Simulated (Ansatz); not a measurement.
# VMoS4: the cost of one run

Method: DFT PBE, scalar-relativistic, plane waves, PAW, in Ansatz 0.2.0.

## (1) Starting point

It takes space group F-43m (No. 216, cubic). The conventional cell has a = 7.812 Å, b = 7.812 Å, c = 7.812 Å, α = 90.00°, β = 90.00°, γ = 90.00°. V (site symmetry -43m) has 12 S at 3.24 Å and 4 Mo at 3.38 Å as nearest neighbours. Mo (site symmetry -43m) is surrounded by 12 S at 3.24 Å and 4 V at 3.38 Å. Around S (site symmetry 3m) lie 6 S at 2.75 to 2.77 Å and 3 Mo at 3.24 Å and 3 V at 3.24 Å.

Structure file:

```cif
data_structure
_symmetry_space_group_name_H-M 'P 1'
_symmetry_Int_Tables_number 1
_cell_length_a 5.5240
_cell_length_b 5.5240
_cell_length_c 5.5240
_cell_angle_alpha 60.000
_cell_angle_beta 60.000
_cell_angle_gamma 60.000
_cell_volume 119.19
loop_
_atom_site_label
_atom_site_type_symbol
_atom_site_fract_x
_atom_site_fract_y
_atom_site_fract_z
_atom_site_occupancy
V1 V 0.25000 0.25000 0.25000 1
Mo1 Mo 0.00000 0.00000 0.00000 1
S1 S 0.12392 0.62536 0.62536 1
S2 S 0.62536 0.12392 0.62536 1
S3 S 0.62536 0.62536 0.12392 1
S4 S 0.62536 0.62536 0.62536 1
```

A structure generator made this guess: species swapped into a database cell of TmInCo4 (F-43m, No. 216), with V on the Tm sites, Mo on the In sites and S on the Co sites. Its size is a rough estimate.

## (2) The guess as it stands, on a coarse mesh

input.yaml reads:

```yaml
crystal:
  lattice:
    - [0.0, 3.90608685, 3.90608685]
    - [3.90608685, 0.0, 3.90608685]
    - [3.90608685, 3.90608685, 0.0]
  atoms:
    - { symbol: V, position: [0.25, 0.25, 0.25], spin: 2.0 }
    - { symbol: Mo, position: [0.0, 0.0, 0.0], spin: 1.0 }
    - { symbol: S, position: [0.12391692, 0.62536103, 0.62536103] }
    - { symbol: S, position: [0.62536103, 0.12391692, 0.62536103] }
    - { symbol: S, position: [0.62536103, 0.62536103, 0.12391692] }
    - { symbol: S, position: [0.62536103, 0.62536103, 0.62536103] }
basis:
  ecutwfc: 420
kpoints:
  mp_grid: { grid: [4, 4, 4] }
hamiltonian:
  xc: pbe
scf:
  occupations: { method: gaussian, width: 0.1 }
  lower_state_search: "off"
output:
  forces: true
  stress: true
  eigenvalues: true
  populations: true
magnetization:
  spin_polarized: true
```

Launch:

```console
ansatz run input.yaml --threads 1 --pin off --max-ram 2560MiB --backend cpu --events-out ev --progress --plain --runs-dir out
```

**Question.** How long does this run take on 1 thread of Intel Xeon at 2.50GHz (Skylake/Cascade Lake), shared host, and how much memory does it need?

About 45 s, with a peak of 0.41 GiB.
